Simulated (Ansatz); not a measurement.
# BClF2H2O2 (built from SMILES FB(F)Cl.OO): search for a transition state

Is there a first-order saddle for this four-centre ligand exchange, which should form B1–O6, Cl2–H5 and break B1–Cl2, H5–O6, and which two structures does it connect?

Program: Ansatz 0.2.0, Gaussian basis. Level of theory: PBE0-D4, def2-SVP first, then def2-TZVP. These are calculated values, not measurements.

152 further runs of the same task are left out: 152 set aside as unsound or not needed.

## 1. The starting structure

The guess: 8 atoms, charge 0, spin multiplicity 1.

Atoms are counted from 1 here; the program's logs count them from 0.

Bond lengths: B1–Cl2 2.006 Å, B1–F3 1.324 Å, B1–F4 1.328 Å, B1–O6 1.566 Å, Cl2–H5 1.605 Å, O6–O7 1.416 Å, O7–H8 0.970 Å. Angles: Cl2–B1–F3 112.0°, Cl2–B1–F4 111.5°, Cl2–B1–O6 89.0°, F3–B1–F4 116.4°, F3–B1–O6 114.3°, F4–B1–O6 110.6°, B1–Cl2–H5 63.8°, B1–O6–O7 117.8°, O6–O7–H8 104.7°.

As a file:

```xyz
8
BClF2H2O2
B    -0.2304   -0.8199   -0.0447
Cl    0.5878   -0.9079   -1.8741
F    -1.5464   -0.6795   -0.0964
F     0.2287   -1.7874    0.7400
H     0.9037    0.4130   -1.0197
O     0.5513    0.5133    0.2100
O    -0.1980    1.6619    0.5607
H    -0.2966    1.6066    1.5240
```

Distances that are to change: B1–O6 1.57 Å, Cl2–H5 1.60 Å, B1–Cl2 2.01 Å, H5–O6 1.28 Å.

## 2. Constrained relaxation of the guess

The input, hold/in.yaml:

```yaml
crystal:
  periodic: [false, false, false]
  atoms:
    - {symbol: B, position_ang: [-0.230400, -0.819900, -0.044700]}
    - {symbol: Cl, position_ang: [0.587800, -0.907900, -1.874100]}
    - {symbol: F, position_ang: [-1.546400, -0.679500, -0.096400]}
    - {symbol: F, position_ang: [0.228700, -1.787400, 0.740000]}
    - {symbol: H, position_ang: [0.903700, 0.413000, -1.019700]}
    - {symbol: O, position_ang: [0.551300, 0.513300, 0.210000]}
    - {symbol: O, position_ang: [-0.198000, 1.661900, 0.560700]}
    - {symbol: H, position_ang: [-0.296600, 1.606600, 1.524000]}
basis:
  gaussian: {orbitals: def2-SVP}
hamiltonian: {xc: pbe0, dispersion: d4}
relax: {f_tol: 0.04, max_steps: 150, escape_saddle: false, constraints: [{distance: [0, 5]}, {distance: [1, 4]}, {distance: [0, 1]}, {distance: [4, 5]}]}
```

Started as:

```console
> ansatz run in.yaml --threads 4 --pin off --events-out ev --progress --plain --max-ram 9574MiB
```

Further steps of the session: A starting Hessian; Saddle search in the small basis; Saddle search in triple zeta; Checking the order of the point; Relaxing after a step of 0.30 Å one way along the mode; Relaxing after a step of 0.30 Å the other way along the mode.

Q: Predict the outcome of this session. Wanted: imaginary mode; barrier from the start side; barrier from the end side; energy of the step; pairs that change; zero-point energy at the saddle.

**Answer**, as computed:

| quantity | value |
| --- | --- |
| imaginary mode | 947i cm⁻¹ |
| barrier from the start side | 71.5 kJ/mol |
| barrier from the end side | 90.5 kJ/mol |
| energy of the step | -18.9 kJ/mol |
| pairs that change | B1–O6 tightened, Cl2–H5 formed, B1–Cl2 broken, H5–O6 broken |
| zero-point energy at the saddle | 0.954 eV |

The point has a single imaginary mode (947i cm⁻¹), as a transition state must. The two relaxations end on the structures that were planned. At PBE0-D4/def2-TZVP the electronic barrier is 71.5 kJ/mol, about 29 kT at 298 K, and the step runs 18.9 kJ/mol downhill. A step off the saddle overshot and began above it in energy, so the link to its end is likely but not proven.
